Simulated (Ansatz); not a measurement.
# Ba2PdO3 (Immm): one cell under locks on the spin (series 2), part 2 of 2

Aim: hold or release the moments of Ba2PdO3 (Immm) in several ways at one fixed cell, and compare the energies. Cell and atoms stay fixed.

Ansatz 0.2.0; DFT PBEsol without U, plane waves, PAW. Earlier steps stand in the parts before.

### Step 7. Site moments held (series factor 0.6; the input gives the size)

Input file input.yaml:

```yaml
crystal:
  lattice:
    - [-1.9181001, 2.04000011, 6.66750036]
    - [1.9181001, -2.04000011, 6.66750036]
    - [1.9181001, 2.04000011, -6.66750036]
  atoms:
    - { symbol: Ba, position: [0.6461, 0.6461, 0.0] }
    - { symbol: Ba, position: [0.3539, 0.3539, 0.0] }
    - { symbol: Pd, position: [0.0, 0.0, 0.0], spin: 1.2 }
    - { symbol: O, position: [0.5, 0.0, 0.5] }
    - { symbol: O, position: [0.8481, 0.8481, 0.0] }
    - { symbol: O, position: [0.1519, 0.1519, 0.0] }
basis:
  ecutwfc: 420
  ecutrho_ratio: 4
kpoints:
  mp_grid: { grid: [7, 7, 7] }
hamiltonian:
  xc: pbesol
scf:
  occupations: { method: gaussian, width: 0.05 }
  lower_state_search: "off"
  max_iter: 150
output:
  forces: true
  stress: true
  eigenvalues: true
  populations: true
  hubbard: { sites: [{ site: 2, l: d }] }
magnetization:
  spin_polarized: true
  spin_locking: { lock_spins: true }
```

The lock stays on to the end, so the result is a constrained state.

Command:

```sh
> ansatz run input.yaml --threads 4 --pin off --max-ram 6144MiB --backend cpu --events-out ev --progress --plain --runs-dir out
```

Log:

```text
Warning: output.stress: scf.convergence.dr2_threshold = 1e-7 eV (the SCF's general default) is looser than the 6e-10 eV advised for a printed stress (1e-10 eV for each atom of the cell: 6). What an SCF threshold leaves in a stress goes as its square root, and in the free energy as the threshold itself, and one threshold admits the most on a small cell: of the crystals measured, under no hybrid functional and no lock of the moments, on runs that ended without the residual-converged pass, on stresses that held no estimate of that error, the worst erred by over 100 MPa in a component at 1e-7 eV an atom and by under 5 at 1e-10. Set scf.convergence.dr2_threshold to 6e-10 eV or tighter. The threshold is an SCF's pass mark: one that does not reach it within its budget of iterations ends unconverged, or closes short of it on a stop that the run arms, and scf.convergence.dr2_threshold's page says what that costs each kind of run
Warning: output.stress: the lock of the moments that magnetization.spin_locking holds to the close lets an SCF meet its threshold on dr2 anywhere within the lock's freeze window, and the stress can move with the moments there: no threshold on dr2 bounds that. The window is the square root of the freeze energy over magnetization.spin_locking.lambda. Set magnetization.spin_locking.freeze_energy_tol to 1e-7 of magnetization.spin_locking.lambda or tighter (1e-7 eV at magnetization.spin_locking.lambda's default), and hold the SCF's own gates tight with it: the threshold on dr2 and, on a non-collinear run, whose gate on the magnetisation can be let go, scf.convergence.magnetization_residual_energy_tol, under 2e-7 eV over the cell's volume in cubic angstroms (a run under these bars is not thereby shown to hold its stress)
Warning: RAYON_NUM_THREADS=4 ignored (pool sized by the plan → 4); use --threads N
basis.fft_grid_basis auto: the FFT boxes are laid along the combinations [[1, 0, 1], [0, 1, 1], [0, 0, 1]] of the cell's own vectors, 4.080, 3.836 and 7.232 Å long. The dense box has 30×27×50 points. Along the cell's own vectors, as sized, it would have 50×50×50, 3.09 times as many. Of the 8 symmetry operations that the crystal satisfies within crystal.symmetry.tolerance (time reversal apart; of a slab, those that keep its plane) the dense box along the cell's own vectors carries 8, and the one as laid loses 6 of those. basis.fft_grid_basis: typed keeps the cell's own vectors: state it where this run's energies or levels are differenced outside the engine with another run's, or held beside a run that keeps those vectors.
Engine: ansatz 0.2.0, aarch64-unknown-linux-gnu
Pseudopotentials: kind: paw
Pseudopotential: Ba, paw, valence charge 10, recommended cutoff 420 eV (normal), Ba.paw.azcp
Pseudopotential: Pd, paw, valence charge 18, recommended cutoff 420 eV (normal), Pd.paw.azcp
Pseudopotential: O, paw, valence charge 6, recommended cutoff 420 eV (normal), O.paw.azcp
Functional definition: PBEsol
  exchange = pbesol_x
  correlation = pbesol_c
Crystal: 6 atoms, lattice volume = 104.358 Å³
Basis set: ecut = 420 eV, 2043 PW (Γ), FFT grids on a1+a3, a2+a3, a3, exchange–correlation on 60×54×100 points (8 copies of the dense FFT grid, shifted against one another)
Bands: 35, of which v1, the nominal top of the filled ones, is band 28 counted from 1 (27 counted from 0)
Symmetry: 8 space group operations
Space group: Immm (ITA 71), of the structure as read, at distance tolerance 4.7e-5 Å
Magnetic group: BNS 71.533 (UNI 631), of the structure as read, at distance tolerance 4.7e-5 Å
k-points: 64 of 343
Non-local potential: Ba, projectors of the file, l = 0: 3, l = 1: 2, l = 2: 2, l = 3: 2
Non-local potential: Pd, projectors of the file, l = 0: 2, l = 1: 2, l = 2: 2, l = 3: 1
Non-local potential: O, projectors of the file, l = 0: 2, l = 1: 2, l = 2: 1
PAW form: soft (Blöchl's): semilocal exchange-correlation on the pseudo side does not see the compensation charge
PAW frozen core: Ba, regenerated for the run's functional, and the local potential with it (the file was generated under x = pbe(κ = 0.804, μ = 0.2195149727645171), c = pbe(β = 0.06672455060314922))
PAW frozen core: Pd, regenerated for the run's functional, and the local potential with it (the file was generated under x = pbe(κ = 0.804, μ = 0.2195149727645171), c = pbe(β = 0.06672455060314922))
PAW frozen core: O, regenerated for the run's functional, and the local potential with it (the file was generated under x = pbe(κ = 0.804, μ = 0.2195149727645171), c = pbe(β = 0.06672455060314922))
PAW one-centre angular grid: Ba, 194 points (default); XC on 64 Gauss nodes
PAW one-centre angular grid: Pd, 590 points (default); XC on 64 Gauss nodes
PAW one-centre angular grid: O, 110 points (default); XC on 64 Gauss nodes
Initial density: superposition of atomic densities (chi_scale 0.1, normalization cell, long waves kept (reshape's long-wave potential 0.16 eV rms))
Starting moments: Σ|m| = 1.2 μB on 1 of 6 sites
Initial wavefunctions: pseudopotential atomic-orbital guess
Functional: x = pbesol(κ = 0.804, μ = 0.12345679012345678), c = pbesol(β = 0.046)
SCF iter   1: F=-19984.978458 eV  HF=-20344.949628 eV  |F-HF|=3.60e2  |Δ(HF+E_count)|=         —  Δρ=1.97e-1 (↑1.97e-1 ↓1.66e-1)  dr2=3.79e2  dr2_m=2.86e-1  M=0.825 μB ∫|m|=1.002 μB  β_m=0.30  ethr=3.10e-3  ⟨swp⟩=12.1  Hψ=26965  notcnv=0
preconditioner: auto → Kerker (q_TF=auto, 2.459 Å⁻¹)  [metal: Δε(μ)=0.008 eV  Ē_g=11.215 eV  σ=0.050 eV  W_gap=0.09  n_scr=32 (ndim 8)  ℏωp=24.1 eV  f_vac=0.000  D(μ)=5.48/eV (n_scr^D=52)]
spin=Collinear: Kerker preconditioning applied to the charge; magnetization (m = ρ↑ − ρ↓) channel mixes plain (no charge-response kernel on spin).
SCF iter   2: F=-20313.160410 eV  HF=-20320.900156 eV  |F-HF|=7.74e0  |Δ(HF+E_count)|=    2.40e1  Δρ=6.28e-2 (↑4.63e-2 ↓6.28e-2)  dr2=9.72e0  dr2_m=2.29e-1  M=0.286 μB ∫|m|=0.647 μB  β_m=0.29  ethr=3.10e-3  ⟨swp⟩=6.6  Hψ=19408  notcnv=0  defer=214
preconditioner: auto → Resta (q_TF=auto, 2.459 Å⁻¹)  ε∞=5.6  [insulator: Δε(μ)=0.051 eV  Ē_g=11.212 eV  σ=0.050 eV  W_gap=0.51  n_scr=32 (ndim 8)  ℏωp=24.1 eV  f_vac=0.000  D(μ)=1.23/eV (n_scr^D=2)  ε∞_Penn≈5.6]
spin=Collinear: Resta preconditioning applied to the charge; magnetization (m = ρ↑ − ρ↓) channel mixes plain (no charge-response kernel on spin).
SCF iter   3: F=-20317.575418 eV  HF=-20319.308933 eV  |F-HF|=1.73e0  |Δ(HF+E_count)|=    1.59e0  Δρ=3.23e-2 (↑2.47e-2 ↓3.23e-2)  dr2=2.61e0  dr2_m=7.80e-2  M=0.300 μB ∫|m|=0.810 μB  β_m=0.42  ethr=3.10e-3  ⟨swp⟩=3.5  Hψ=10286  notcnv=0  defer=286
SCF iter   4: F=-20318.204274 eV  HF=-20318.898232 eV  |F-HF|=6.94e-1  |Δ(HF+E_count)|=   4.11e-1  Δρ=1.36e-2 (↑1.06e-2 ↓1.36e-2)  dr2=9.05e-1  dr2_m=4.26e-2  M=0.673 μB ∫|m|=1.090 μB  β_m=0.46  ethr=3.10e-3  ⟨swp⟩=3.2  Hψ=9558  notcnv=0  defer=272
SCF iter   5: F=-20318.514244 eV  HF=-20318.659824 eV  |F-HF|=1.46e-1  |Δ(HF+E_count)|=   2.38e-1  Δρ=5.85e-3 (↑5.85e-3 ↓4.28e-3)  dr2=1.88e-1  dr2_m=5.29e-3  M=0.481 μB ∫|m|=0.967 μB  β_m=0.47  ethr=1.62e-3  ⟨swp⟩=4.3  Hψ=9143  notcnv=0  defer=268
SCF iter   6: F=-20318.606946 eV  HF=-20318.651706 eV  |F-HF|=4.48e-2  |Δ(HF+E_count)|=   8.12e-3  Δρ=2.85e-3 (↑2.84e-3 ↓2.85e-3)  dr2=5.73e-2  dr2_m=5.00e-4  M=0.566 μB ∫|m|=1.022 μB  β_m=0.61  ethr=3.36e-4  ⟨swp⟩=4.5  Hψ=8373  notcnv=0  defer=271
SCF iter   7: F=-20318.648277 eV  HF=-20318.651574 eV  |F-HF|=3.30e-3  |Δ(HF+E_count)|=   1.32e-4  Δρ=2.20e-3 (↑1.20e-3 ↓2.20e-3)  dr2=6.37e-3  dr2_m=9.58e-4  M=0.525 μB ∫|m|=0.997 μB  β_m=0.69  ethr=1.02e-4  ⟨swp⟩=4.2  Hψ=7713  notcnv=0  defer=270
SCF iter   8: F=-20318.654473 eV  HF=-20318.654605 eV  |F-HF|=1.33e-4  |Δ(HF+E_count)|=   3.03e-3  Δρ=6.91e-4 (↑6.59e-4 ↓6.91e-4)  dr2=5.19e-4  dr2_m=2.53e-4  M=0.527 μB ∫|m|=0.996 μB  β_m=0.70  ethr=1.14e-5  ⟨swp⟩=2.1  Hψ=7635  notcnv=0  defer=268
SCF iter   9: F=-20318.661743 eV  HF=-20318.661842 eV  |F-HF|=9.94e-5  |Δ(HF+E_count)|=   7.24e-3  Δρ=2.24e-4 (↑1.04e-4 ↓2.24e-4)  dr2=1.50e-4  dr2_m=1.05e-5  M=0.534 μB ∫|m|=1.003 μB  β_m=0.77  ethr=9.26e-7  ⟨swp⟩=2.0  Hψ=7503  notcnv=0  defer=267
SCF iter  10: F=-20318.661314 eV  HF=-20318.661313 eV  |F-HF|=1.30e-6  |Δ(HF+E_count)|=   5.29e-4  Δρ=1.05e-4 (↑7.47e-5 ↓1.05e-4)  dr2=8.78e-6  dr2_m=5.22e-6  M=0.530 μB ∫|m|=1.000 μB  β_m=0.89  ethr=2.67e-7  ⟨swp⟩=2.1  Hψ=6786  notcnv=0  defer=266
[... 2 lines left out ...]
Constraint outer step 1 at iter 12: max|Δm| = 5.65e-1 μB  λ_eff = 1.000 eV/μB²  [c0 t0: gradient δμ = -1.130e0 eV/μB]
[... 7 lines left out ...]
Constraint outer step 2 at iter 18: max|Δm| = 2.61e-1 μB  λ_eff = 1.000 eV/μB²  [c0 t0: secant δμ = -9.673e-1 eV/μB]
[... 7 lines left out ...]
Constraint outer step 3 at iter 24: max|Δm| = 9.95e-2 μB  λ_eff = 1.000 eV/μB²  [c0 t0: secant δμ = -5.970e-1 eV/μB]
[... 6 lines left out ...]
Constraint outer step 4 at iter 29: max|Δm| = 1.06e-1 μB  λ_eff = 1.000 eV/μB²  [c0 t0: secant δμ = +3.087e-1 eV/μB]
[... 2 lines left out ...]
SCF iter  31: F=-20317.725523 eV  HF=-20317.786300 eV  |F-HF|=6.08e-2  |Δ(HF+E_count)|=   2.79e-1  Δρ=6.99e-3 (↑4.07e-3 ↓6.99e-3)  dr2=7.13e-2  dr2_m=1.55e-2  M=1.170 μB ∫|m|=1.966 μB  β_m=0.47  ethr=1.00e-4  ⟨swp⟩=2.3  Hψ=7934  notcnv=0  defer=265
SCF iter  32: F=-20317.687320 eV  HF=-20317.688485 eV  |F-HF|=1.16e-3  |Δ(HF+E_count)|=   9.78e-2  Δρ=2.39e-3 (↑2.39e-3 ↓2.27e-3)  dr2=2.94e-3  dr2_m=3.88e-3  M=0.947 μB ∫|m|=1.818 μB  β_m=0.57  ethr=1.00e-4  ⟨swp⟩=2.2  Hψ=6343  notcnv=0  defer=265
SCF iter  33: F=-20317.732820 eV  HF=-20317.732957 eV  |F-HF|=1.37e-4  |Δ(HF+E_count)|=   4.45e-2  Δρ=3.45e-4 (↑2.69e-4 ↓3.45e-4)  dr2=1.71e-4  dr2_m=3.80e-5  M=0.995 μB ∫|m|=1.848 μB  β_m=0.58  ethr=5.25e-6  ⟨swp⟩=2.1  Hψ=6990  notcnv=0  defer=264
SCF iter  34: F=-20317.732149 eV  HF=-20317.732184 eV  |F-HF|=3.47e-5  |Δ(HF+E_count)|=   7.73e-4  Δρ=1.98e-4 (↑1.43e-4 ↓1.98e-4)  dr2=4.57e-5  dr2_m=1.72e-5  M=0.991 μB ∫|m|=1.847 μB  β_m=0.56  ethr=3.05e-7  ⟨swp⟩=2.0  Hψ=7478  notcnv=0  defer=264
SCF iter  35: F=-20317.729765 eV  HF=-20317.729774 eV  |F-HF|=8.69e-6  |Δ(HF+E_count)|=   2.41e-3  Δρ=2.12e-4 (↑2.12e-4 ↓1.54e-4)  dr2=2.08e-5  dr2_m=2.45e-5  M=0.987 μB ∫|m|=1.844 μB  β_m=0.53  ethr=8.17e-8  ⟨swp⟩=2.0  Hψ=6615  notcnv=0  defer=264
SCF iter  36: F=-20317.730460 eV  HF=-20317.730464 eV  |F-HF|=3.70e-6  |Δ(HF+E_count)|=   6.90e-4  Δρ=1.24e-4 (↑1.24e-4 ↓1.22e-4)  dr2=8.75e-6  dr2_m=1.13e-5  M=0.987 μB ∫|m|=1.844 μB  β_m=0.65  ethr=3.71e-8  ⟨swp⟩=1.7  Hψ=5634  notcnv=0  defer=264
SCF iter  37: F=-20317.733914 eV  HF=-20317.733915 eV  |F-HF|=8.95e-7  |Δ(HF+E_count)|=   3.45e-3  Δρ=6.33e-5 (↑6.15e-5 ↓6.33e-5)  dr2=2.22e-6  dr2_m=2.73e-6  M=0.990 μB ∫|m|=1.846 μB  β_m=0.62  ethr=1.56e-8  ⟨swp⟩=2.0  Hψ=7224  notcnv=0  defer=264
SCF iter  38: F=-20317.733208 eV  HF=-20317.733209 eV  |F-HF|=1.34e-7  |Δ(HF+E_count)|=   7.06e-4  Δρ=2.51e-5 (↑2.43e-5 ↓2.51e-5)  dr2=3.46e-7  dr2_m=4.26e-7  M=0.989 μB ∫|m|=1.846 μB  β_m=0.78  ethr=3.97e-9  ⟨swp⟩=1.6  Hψ=5017  notcnv=0  defer=264
SCF iter  39: F=-20317.732823 eV  HF=-20317.732823 eV  |F-HF|=2.05e-9  |Δ(HF+E_count)|=   3.85e-4  Δρ=4.13e-6 (↑4.11e-6 ↓4.13e-6)  dr2=8.30e-9  dr2_m=1.18e-8  M=0.989 μB ∫|m|=1.845 μB  β_m=0.89  ethr=1.79e-10  ⟨swp⟩=10.2  Hψ=18134  notcnv=0
SCF iter  40: F=-20317.732751 eV  HF=-20317.732751 eV  |F-HF|=5.06e-10  |Δ(HF+E_count)|=   7.18e-5  Δρ=7.64e-7 (↑6.36e-7 ↓7.64e-7)  dr2=7.23e-10  dr2_m=2.80e-10  M=0.989 μB ∫|m|=1.845 μB  ethr=1.48e-11  ⟨swp⟩=1.9  Hψ=11839  notcnv=0
SCF 1 converged in 40 iterations: F = -20317.732751 eV  dr2 = 7.23e-10
this state was not tested for a lower state beside it, because a magnetisation constraint still acts at the end of the SCF (magnetization_constraint; see scf.lower_state_search)
SCF converged after 40 iterations
Magnetization: 0.9889 μB (28.4945 up, 27.5055 down)
Absolute magnetization: 1.8499 μB (∫|ρ↑−ρ↓|, with the PAW one-centre terms)
Spin contamination: 0.1958 ħ² per cell (⟨S²⟩ above its minimum at these occupations)
Per-site moments (μB) at R_I (Å): [(-0.012870370240887866, 1.1111389349940002), (-0.012870370240887765, 1.111138934994), (1.1968789102352217, 0.8355544763643001), (0.08533558736471664, 0.8415000453749999), (-0.004643376445386656, 0.8355544763643001), (-0.00464337644538659, 0.8355544763643001)]
--- Magnetisation constraints (ε_frz = 1.0e-4 eV) ---
  site  kind      target   achieved (μB)  |Δ|max (μB)  g (eV/μB)  λ_eff  esc  ok   flags
  2     per_site  +1.2000  +1.1969        3.12e-3      -2.39e0    1.000  0    yes
Free energy (F): -20317.732751 eV
Harris-Foulkes:  -20317.732751 eV  (|F-HF|=5.06e-10)
Internal energy: -20317.727480 eV  (E = F + TS)
E sigma→0 (E₀):  -20317.730116 eV
Entropy (-TS):   -0.005271 eV (-0.878 meV/atom)
Fermi energy:    11.492910 eV
--- Per-component energies (eV) ---
  E_band       = -289.491640
  E_kinetic    = 1373.691753
  E_local      = -4787.423101  (includes V_loc(G=0)·N_el)
  E_nonlocal   = 482.086755
  E_hartree    = 1959.105326
  E_xc         = -722.301618
  E_vxc        = -765.974599  (∫ρ·V_xc dr)
  E_paw        = -14420.738149  (= ΣΔE_a)
  E_vpaw       = -507.228688  (= ΣTr[D̂ρ^β])
  E_aug_tail   = 0.007408  (compensation charges beyond the density's cutoff)
  E_constr_dc  = -2.862704  (∫m·b dr)
  E_ewald      = -4202.867078
  E_core_change = 0.711254  (= ΣΔE_core)
  E_smearing   = -0.005271  (= −TS)
  E_closure    = -0.000031  (closes the sum)
  E_penalty    = 0.007486  (constraint; not in F)
  Σ components = -20317.732751   (vs F -20317.732751, Δ=0.00e0)
--- Forces (eV/Å), atoms counted from 1 ---
  atom   1  Ba    -0.00000000     0.00000000     0.01164230
  atom   2  Ba     0.00000000     0.00000000    -0.01164230
  atom   3  Pd     0.00000000     0.00000000     0.00000000
  atom   4  O      0.00000000     0.00000000    -0.00000000
  atom   5  O      0.00000000     0.00000000    -0.96870526
  atom   6  O     -0.00000000     0.00000000     0.96870526
  max |Σ_I F_I| component: 1.69e-28 eV/Å
--- Stress (GPa, compression-positive) ---
       -1.546231      -0.000000       0.000000
       -0.000000      -0.045893      -0.000000
        0.000000      -0.000000       3.153324
  P = ⅓ Tr σ = 0.5204 GPa (5.204 kbar)
--- Band table (eV; the first three rows and the last of 128) ---
  k-point 0 ↑: bands = ["-77.2474", "-43.2374", "-43.0464", "-42.4209", "-15.4372", "-15.2058", "-7.3667", "-5.9686", "-5.7440", "-0.9566", "-0.5964", "-0.3329", "-0.3005", "-0.1585", "-0.1177", "4.7685", "5.1604", "5.6879", "5.7025", "6.0146", "6.8599", "7.3147", "7.7732", "8.8106", "9.1204", "9.3023", "9.6115", "9.6778", "9.7711", "12.9075", "13.3063", "14.6577", "15.6842", "16.1441", "16.3349"]
  k-point 1 ↑: bands = ["-77.2474", "-43.2377", "-43.0464", "-42.4213", "-15.3846", "-15.1879", "-7.2922", "-6.0674", "-5.8373", "-0.9739", "-0.6652", "-0.3344", "-0.2583", "-0.1249", "-0.0915", "4.6088", "4.9416", "5.2323", "5.5170", "5.6083", "7.0954", "7.4975", "7.9941", "8.5356", "8.8772", "9.1620", "9.3077", "9.6843", "10.4511", "13.4125", "13.9132", "15.4209", "15.9042", "16.2096", "16.3374"]
  k-point 2 ↑: bands = ["-77.2473", "-43.2386", "-43.0462", "-42.4223", "-15.2692", "-15.1522", "-7.1243", "-6.1543", "-5.8990", "-1.0544", "-1.0022", "-0.5378", "-0.3118", "-0.2840", "-0.1616", "3.5938", "4.6968", "4.8528", "5.3084", "5.5527", "7.3654", "7.8809", "8.2859", "8.6989", "9.0157", "9.1080", "9.1916", "9.7344", "11.5447", "13.7512", "14.7027", "15.3035", "16.4052", "16.5631", "17.0329"]
  k-point 63 ↓: bands = ["-71.4090", "-37.3979", "-37.2879", "-36.9665", "-15.3585", "-15.2673", "-7.1734", "-5.9312", "-5.7022", "-0.8619", "-0.5989", "-0.5252", "-0.2409", "-0.2157", "-0.1442", "6.5504", "6.9957", "7.8774", "7.9083", "7.9110", "8.0086", "8.6775", "8.7238", "9.1254", "9.4422", "9.8214", "11.0255", "11.2408", "12.3720", "13.5937", "14.7973", "15.4036", "15.5562", "15.7537", "16.1609"]
--- Löwdin populations: 6 sites ---
  site symbol       q [e]    m [muB]
     0     Ba      8.3549    -0.0206
     1     Ba      8.3549    -0.0206
     2     Pd     16.6238     0.9186
     3      O      7.1305     0.1328
     4      O      7.2199     0.0196
     5      O      7.2199     0.0196
  spilling = 0.019574 (of n_electrons = 56.000000)
--- Occupation matrices: 1 shell (Löwdin-built; ε = 2.00e-2, provisional) ---
  Pd2 d_4D: site group D2h (mmm)
  Pd2 d_4D up     Tr n = 4.7809  λ = 0.841 0.970 0.988 0.990 0.991  [z2 0.78 Ag(1.00) | 4× xz 0.25 Ag(0.25)]
  Pd2 d_4D dn     Tr n = 3.8616  λ = 0.385 0.768 0.852 0.880 0.977  [z2 0.75 Ag(1.00) | yz 1.00 B3g(1.00) | x2-y2 0.75 Ag(1.00) | xy 1.00 B1g(1.00) | xz 1.00 B2g(1.00)]
  Tr n, λ and their labels are of the run-group-symmetrised matrices; stabiliser: 8 of 16 elements of G0×{1,Θ} (closed), max defect 2.2e-15 at τ = 4.2e-3
```

Run time: 39 s. Hardware: 4 threads of Arm Neoverse V1, shared host; peak memory 0.66 GiB.

Result: no gap, pressure 0.5 GPa, moments in spheres Pd 1.20; O 0.09 μB, largest force component 0.97 eV/Å, 8 symmetry operations imposed.

The shells' filling, with natural orbitals sorted by occupation:

```
         shell  channel  electrons  over 0.8  0.2 to 0.8  under 0.2
Pd 4d (atom 3)       up       4.78         5           0          0
Pd 4d (atom 3)     down       3.86         3           2          0
```

### Step 8. All runs side by side

This closing draws on all 2 parts.

Energies count from the lowest free state and have the smearing extrapolated to zero; for held moments they are taken at the target, with the constraint's term.

| start | energy (meV/atom) | gap (eV) | pressure (GPa) | largest moment (μB) | SCF cycles | time |
| --- | --- | --- | --- | --- | --- | --- |
| ferromagnetic start, free, symmetry kept, no search (earlier series) | 0.0 | metal | -1.9 | 0.00 | 18 | 21 s |
| total moment held at first, then free, 1.00 μB per cell | 0.0 | metal | -1.9 | 0.00 | 21 | 20 s |
| no spin polarisation | 0.0 | metal | -1.9 | 0.00 | 8 | 4.9 s |
| total moment locked, 1.00 μB per cell [held] | 80.5 | metal | -0.6 | 0.46 | 15 | 18 s |
| site moments held (series factor 0.6; the input gives the size) [held] | 217.4 | metal | 0.5 | 1.20 | 40 | 39 s |
| total moment locked, 2.00 μB per cell [held] | 278.5 | metal | 1.9 | 0.86 | 15 | 19 s |
| site moments held (series factor 1.05; the input gives the size) [held] | 727.9 | metal | 3.6 | 2.10 | 41 | 35 s |

The 2 free runs end within about 1 meV/atom of each other. Spin polarisation gains nothing here. The cheapest of the held states, «total moment locked, 1.00 μB per cell», lies +81 meV/atom from the lowest free state; part of that can come from another filling of the orbitals. The lowest state found need not be the ground state, and the geometry wasn't relaxed for any of them.
